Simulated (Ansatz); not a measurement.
## C5H10Si, SMILES C=CC1C[SiH2]C1: a comparison of dispersion corrections, step by step

Program: Ansatz 0.2.0, Python API.

Notebook, run cell by cell (the value of a cell's last expression is shown):

**Cell 1**
```python
import ansatz as az
```

**Cell 2**
```python
molecule = (
    az.Crystal.molecule()
    .atom("C", (2.4777, 0.7614, -0.1256))
    .atom("C", (1.5873, -0.2202, 0.0592))
    .atom("C", (0.1731, 0.1083, 0.3948))
    .atom("C", (-0.673, 0.6185, -0.8305))
    .atom("Si", (-2.1944, -0.1655, -0.0209))
    .atom("C", (-0.7277, -1.1552, 0.6571))
    .atom("H", (2.2035, 1.8086, -0.0424))
    .atom("H", (3.5108, 0.5326, -0.3684))
    .atom("H", (1.8888, -1.2602, -0.0289))
    .atom("H", (0.1469, 0.8088, 1.2475))
    .atom("H", (-0.4292, 0.1586, -1.7937))
    .atom("H", (-0.7143, 1.7045, -0.9457))
    .atom("H", (-3.0869, -0.9139, -0.9419))
    .atom("H", (-2.8487, 0.7021, 0.9918))
    .atom("H", (-0.812, -1.4552, 1.7045))
    .atom("H", (-0.5019, -2.033, 0.0431))
)
```

**Cell 3**
```python
base = molecule.calculation().basis(gaussian="def2-SVP")
for name in ["r2scan", "pbe"]:
    for correction in ("d3bj", "d4"):
        r = base.functional(name, dispersion=correction).run(threads=1, backend="cpu").report
        print(f"{name:8s} {correction:5s} total {r['free_energy_ev']:.5f} eV, of which dispersion {1000 * r['dispersion']['energy']['ev']:.2f} meV")
```
Output:
```text
DeckWarning: the engine holds no damping parameters fitted to this dispersion correction and functional, so the run takes those fitted to r2scan beside the three-body term, which d3bj leaves out (hamiltonian.dispersion, under Limitations)
r2scan   d3bj  total -13213.80143 eV, of which dispersion -116.14 meV
r2scan   d4    total -13213.78454 eV, of which dispersion -99.25 meV
pbe      d3bj  total -13206.61483 eV, of which dispersion -399.71 meV
pbe      d4    total -13206.59910 eV, of which dispersion -383.98 meV
```

Notes:
- The settings weren't tested for convergence.
- Warnings are shown shortened and without file and line.
- The geometry is a force-field or estimated start, not a minimum of this method, and the basis set is short of its limit. D4 holds the three-body term, and d3bj doesn't.
- A dispersion term here runs with damping parameters fitted for another variant or functional.
- Timing: 24 s on 1 thread of Arm Neoverse V2, with other jobs on the host, peak memory 0.27 GiB.
